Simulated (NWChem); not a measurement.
**triplet CBrClF2: levels of theory compared**

Aim: a comparison of 3 runs (UCAM-B3LYP/cc-pVDZ, UM06-2X/cc-pVDZ, U-wB97X/cc-pVDZ) of triplet CBrClF2. 

The results are computed with NWChem 7.3.0.

## (1) The system as given

CBrClF2 has 5 atoms, charge 0, and is taken as a triplet. SMILES of the parent species: `FC(F)(Cl)Br`. Geometry: relaxed at PBE0-D4/def2-TZVP. That shape belongs to the parent species and isn't relaxed for this state.

Bond lengths: F1–C2 1.325 Å, C2–F3 1.325 Å, C2–Cl4 1.755 Å, C2–Br5 1.936 Å. Angles: F1–C2–F3 108.1°, F1–C2–Cl4 109.5°, F1–C2–Br5 109.1°, F3–C2–Cl4 109.5°, F3–C2–Br5 109.1°, Cl4–C2–Br5 111.6°.

## (2) A single-point energy at UCAM-B3LYP/cc-pVDZ (run 1)

Input file test.nw:

```
start test
title "CBrClF2 energy"
memory stack 880 mb heap 220 mb global 1100 mb
geometry noautosym nocenter noautoz
  F       -1.109500       0.024800       0.813100
  C       -0.019800      -0.087100       0.067100
  F        0.823600      -0.897500       0.690400
  Cl      -0.444800      -0.770600      -1.492300
  Br       0.800400       1.656800      -0.119700
end
basis "ao basis" spherical bse
  * library cc-pVDZ
end
dft
  xc xcamb88 1.00 lyp 0.81 vwn_5 0.19 hfexch 1.00
  cam 0.33 cam_alpha 0.19 cam_beta 0.46
  mult 3
  grid xfine
  convergence energy 1e-08
  direct
  iterations 100
  mulliken
  print low
end
task dft
```

Run with:

```
$ nwchem test.nw > test.out
```

Log:

```text
[...]
 d= 0,ls=0.0,diis     1  -3271.8335156815 -3.71D+03  2.32D-02  3.65D-01    19.9
[...]
 d= 0,ls=0.0,diis    16  -3271.9883404333 -1.47D-09  7.04D-07  2.48D-11   286.4
[...]
         Total DFT energy =    -3271.988340433348
      One electron energy =    -5428.180778568312
           Coulomb energy =     1859.443419770223
    Exchange-Corr. energy =     -146.071386316019
 Nuclear repulsion energy =      442.820404680761
[...]
      Total Density - Mulliken Population Analysis
     ---------------------------------------------
    Atom       Charge   Shell Charges
 -----------   ------   -------------------------------------------------------
    1 F    9     9.14   2.01  0.90  0.98  3.35  1.91  0.01
    2 C    6     5.85   2.01  0.76  0.40  1.88  0.55  0.25
    3 F    9     9.14   2.01  0.90  0.98  3.35  1.91  0.01
    4 Cl  17    17.06   2.00  2.03  0.96  0.93  6.00  3.08  2.02  0.04
    5 Br  35    34.81   2.00  2.00  2.02  1.12  0.81  6.00  6.01  2.58  2.17  9.95  0.15
[...]
      <S2> =      2.0047 (Exact =     2.0000)
[...]
```

Run time: 4.8 min. Hardware: 1 thread of Intel Xeon Platinum 8375C at 2.90GHz (Ice Lake), shared host; peak memory 0.16 GiB.

## (3) The energy at UM06-2X/cc-pVDZ (run 2)

Input file run.py:

```python
from ase import Atoms
from ase.calculators.nwchem import NWChem

atoms = Atoms(['F', 'C', 'F', 'Cl', 'Br'], positions=[
    [-1.109500, 0.024800, 0.813100],
    [-0.019800, -0.087100, 0.067100],
    [0.823600, -0.897500, 0.690400],
    [-0.444800, -0.770600, -1.492300],
    [0.800400, 1.656800, -0.119700],
])

calc = NWChem(
    label='cbrclf2',
    theory='dft',
    memory='2200 mb',
    basis='cc-pVDZ',
    basispar='spherical bse',
    dft={'xc': 'm06-2x', 'mult': '3', 'grid': 'xfine', 'convergence': 'energy 1e-08', 'iterations': '100', 'mulliken': None, 'print': 'low'},
    task='energy',
)
atoms.calc = calc

print("Total energy (eV):", round(atoms.get_potential_energy(), 6))
```

Run with:

```
$ export ASE_NWCHEM_COMMAND="nwchem PREFIX.nwi > PREFIX.nwo"
$ python run.py
```

Log:

```text
Total energy (eV): -89032.033831
```

The calculator wrote cbrclf2.nwi:

```
title "cbrclf2"

permanent_dir cbrclf2

scratch_dir cbrclf2

start cbrclf2

geometry units angstrom nocenter noautosym noautoz
  F  -1.1094999999999999e+00 2.4799999999999999e-02 8.1310000000000004e-01
  C  -1.9800000000000002e-02 -8.7099999999999997e-02 6.7100000000000007e-02
  F  8.2360000000000000e-01 -8.9749999999999996e-01 6.9040000000000001e-01
  Cl -4.4479999999999997e-01 -7.7059999999999995e-01 -1.4923000000000000e+00
  Br 8.0040000000000000e-01 1.6568000000000001e+00 -1.1970000000000000e-01
end

memory 2200 mb

basis spherical bse noprint
   * library cc-pVDZ
end

dft
  xc m06-2x
  mult 3
  grid xfine
  convergence energy 1e-08
  iterations 100
  mulliken
  print low
end

task dft energy
```

cbrclf2.nwo:

```text
Northwest Computational Chemistry Package (NWChem) 7.3.0
             --------------------------------------------------------

           Job information
           ---------------

    nwchem branch   = 7.3.0
    use scalapack   = T
    input           = cbrclf2.nwi
    prefix          = cbrclf2.
    data base       = cbrclf2/cbrclf2.db
    status          = startup
    nproc           =        1

           Memory information
           ------------------

    heap     =     72089598 doubles =      550.0 Mbytes
    stack    =     72089595 doubles =      550.0 Mbytes
    global   =    144179200 doubles =     1100.0 Mbytes (distinct from heap & stack)
    total    =    288358393 doubles =     2200.0 Mbytes
    verify   = yes
    hardfail = no

[... 38 lines left out ...]
            Nuclear Dipole moment (a.u.)
[... 80 lines left out ...]
   convergence    iter        energy       DeltaE   RMS-Dens  Diis-err    time
[... 13 lines left out ...]
         Total DFT energy =    -3271.866921841280
      One electron energy =    -5428.210422065732
           Coulomb energy =     1859.517936706748
    Exchange-Corr. energy =     -145.994841163056
 Nuclear repulsion energy =      442.820404680760
[... 41 lines left out ...]
     ------------------------------------------
      Spin Density - Lowdin Population Analysis
     ------------------------------------------

    Atom       Charge   Shell Charges
 -----------   ------   -------------------------------------------------------
    1 F    9     0.02   0.00  0.00 -0.00  0.02 -0.00  0.00
    2 C    6     0.48   0.00  0.15  0.03  0.29  0.00  0.01
    3 F    9     0.02   0.00  0.00 -0.00  0.02 -0.00  0.00
    4 Cl  17     0.17   0.00  0.00  0.01 -0.00 -0.00  0.11  0.03  0.02
    5 Br  35     1.32   0.00  0.00  0.00  0.03 -0.00  0.00  0.00  0.65  0.50 -0.00  0.13

     --------------------------
     Expectation value of S2:
     --------------------------
      <S2> =      2.0045 (Exact =     2.0000)

 Task  times  cpu:      193.5s     wall:      193.5s
 Total times  cpu:      193.6s     wall:      193.6s
```

It took 3.3 min on 1 thread of Intel Xeon Platinum 8375C at 2.90GHz (Ice Lake), shared host; peak memory 0.13 GiB.

## (4) A single-point energy at U-wB97X/cc-pVDZ (run 3)

Input file job.xyz:

```xyz
5
CBrClF2 energy
F     -1.109500     0.024800     0.813100
C     -0.019800    -0.087100     0.067100
F      0.823600    -0.897500     0.690400
Cl    -0.444800    -0.770600    -1.492300
Br     0.800400     1.656800    -0.119700
```

Input file run.py:

```python
from ase.io import read
from ase.calculators.nwchem import NWChem

molecule = read('job.xyz')

calc = NWChem(
    label='job',
    theory='dft',
    memory='2200 mb',
    basis='cc-pVDZ',
    basispar='spherical bse',
    dft={'xc': 'wb97x', 'mult': '3', 'grid': 'xfine', 'convergence': 'energy 1e-08', 'iterations': '100', 'mulliken': None},
    task='energy',
)
molecule.calc = calc

print("Total energy (eV):", round(molecule.get_potential_energy(), 6))
```

Run with:

```
$ export ASE_NWCHEM_COMMAND="nwchem PREFIX.nwi > PREFIX.nwo"
$ python run.py
```

Log:

```text
Total energy (eV): -89032.587534
```

The calculator wrote job.nwi:

```
title "job"

permanent_dir job

scratch_dir job

start job

geometry units angstrom nocenter noautosym noautoz
  F  -1.1094999999999999e+00 2.4799999999999999e-02 8.1310000000000004e-01
  C  -1.9800000000000002e-02 -8.7099999999999997e-02 6.7100000000000007e-02
  F  8.2360000000000000e-01 -8.9749999999999996e-01 6.9040000000000001e-01
  Cl -4.4479999999999997e-01 -7.7059999999999995e-01 -1.4923000000000000e+00
  Br 8.0040000000000000e-01 1.6568000000000001e+00 -1.1970000000000000e-01
end

memory 2200 mb

basis spherical bse noprint
   * library cc-pVDZ
end

dft
  xc wb97x
  mult 3
  grid xfine
  convergence energy 1e-08
  iterations 100
  mulliken
end

task dft energy
```

job.nwo:

```text
Northwest Computational Chemistry Package (NWChem) 7.3.0
             --------------------------------------------------------

           Job information
           ---------------

    nwchem branch   = 7.3.0
    use scalapack   = T
    input           = job.nwi
    prefix          = job.
    data base       = job/job.db
    status          = startup
    nproc           =        1

           Memory information
           ------------------

    heap     =     72089596 doubles =      550.0 Mbytes
    stack    =     72089601 doubles =      550.0 Mbytes
    global   =    144179200 doubles =     1100.0 Mbytes (distinct from heap & stack)
    total    =    288358397 doubles =     2200.0 Mbytes
    verify   = yes
    hardfail = no

[... 101 lines left out ...]
  convergence criterion.
[... 18 lines left out ...]
          Convergence on gradient requested:  5.00D-04
[... 32 lines left out ...]
          Convergence aids based upon iterative change in
[... 28 lines left out ...]
 1-e energy   =   -5429.544408
[... 53 lines left out ...]
         Total DFT energy =    -3271.887270082396
[... 2 lines left out ...]
    Exchange-Corr. energy =     -145.969056301119
[... 616 lines left out ...]
                     DFT Final Beta Molecular Orbital Analysis
[... 701 lines left out ...]
 center of mass
 --------------
 x =   0.48986656 y =   1.00666662 z =  -0.37111779

 moments of inertia (a.u.)
 ------------------
        1082.325019335772        -288.004319975900         -62.838035061715
        -288.004319975900         634.382071375459        -107.683067306364
         -62.838035061715        -107.683067306364        1042.988670346812

     Multipole analysis of the density
     ---------------------------------

     L   x y z        total         alpha         beta         nuclear
     -   - - -        -----         -----         ----         -------
     0   0 0 0     -0.000000    -39.000000    -37.000000     76.000000

     1   1 0 0      0.260528    -17.679551    -15.622400     33.562478
[... 8 lines of this table left out ...]
     2   0 0 2    -33.213032   -106.105990   -100.756684    173.649642

 Task  times  cpu:      319.3s     wall:      319.3s
 Total times  cpu:      319.3s     wall:      319.3s
```

Wall time 5.3 min (1 thread of Intel Xeon Platinum 8375C at 2.90GHz (Ice Lake), shared host); peak memory 0.15 GiB.

## (5) The series

```csv
run,level,energy (Eh),⟨S²⟩,wall time
1,UCAM-B3LYP/cc-pVDZ,-3271.988340,2.005,4.8 min
2,UM06-2X/cc-pVDZ,-3271.866922,2.005,3.3 min
3,U-wB97X/cc-pVDZ,-3271.887270,2.006,5.3 min
```

## (6) Summary of results

| quantity | value |
| --- | --- |
| run 3: total energy | -3271.88727 Eh |
| run 3: dipole moment | 1.53 D |
| run 3: HOMO energy (highest over α and β) | -5.78 eV |
| run 3: LUMO energy (lowest over α and β) | -4.68 eV |
| run 3: ⟨S²⟩ | 2.006 |

Totals of different functionals can't be ranked against each other. All runs together took 13 min, the longest 5.3 min.
